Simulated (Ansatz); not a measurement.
# CN4O2: the cost of one run

Method: the levels named in each step, in Ansatz 0.2.0.

### Step 1. Starting point

Bond lengths: N1–N2 1.098 Å, N3–N4 1.098 Å, O5–C6 1.143 Å, C6–O7 1.145 Å. Angles: O5–C6–O7 179.5°.

Structure file:

```xyz
7

N    -1.9821   -1.7777    0.2037
N    -0.9528   -1.4131    0.3207
N    -1.6433    1.9882   -0.1425
N    -0.7726    1.6848    0.4542
O     2.2124   -0.5264    0.6874
C     1.6998   -0.1540   -0.2639
O     1.1959    0.2199   -1.2213
```

### Step 2. A rough first relaxation, PBE-D4/def2-SVP

This run stands in another session on the same molecule. It ended at:

```xyz
7

N    -2.0292   -1.7014    0.2398
N    -0.9178   -1.7104    0.2214
N    -1.6823    2.2273    0.0369
N    -0.7961    1.6553    0.3873
O     2.1584   -0.3399    0.7929
C     1.7249   -0.1504   -0.2810
O     1.2994    0.0412   -1.3590
```

### Step 3. Relaxation, r2SCAN-D4/def2-TZVPP

Input file input.yaml:

```yaml
crystal:
  periodic: [false, false, false]
  atoms:
    - { symbol: "N", position_ang: [-2.02917957, -1.70143419, 0.23981336] }
    - { symbol: "N", position_ang: [-0.91783193, -1.71035099, 0.22144122] }
    - { symbol: "N", position_ang: [-1.68231464, 2.22733709, 0.03686901] }
    - { symbol: "N", position_ang: [-0.79606986, 1.65530885, 0.38731766] }
    - { symbol: O, position_ang: [2.15835902, -0.33994859, 0.79289977] }
    - { symbol: C, position_ang: [1.72493993, -0.15043327, -0.28102341] }
    - { symbol: O, position_ang: [1.29943706, 0.04118111, -1.35897762] }
basis:
  gaussian: { orbitals: def2-TZVPP }
hamiltonian:
  xc: r2scan
  dispersion: d4
relax:
  f_tol: 0.002
  max_steps: 150
```

Launch:

```sh
> ansatz run input.yaml --threads 4 --pin off --max-ram 10240MiB --backend cpu --events-out ev --progress --plain --runs-dir out
```

**Question.** How long does this run take on 4 threads of Intel Xeon Platinum 8488C (Sapphire Rapids), shared host, and how much memory does it need?

About 62 s, with a peak of 0.45 GiB.
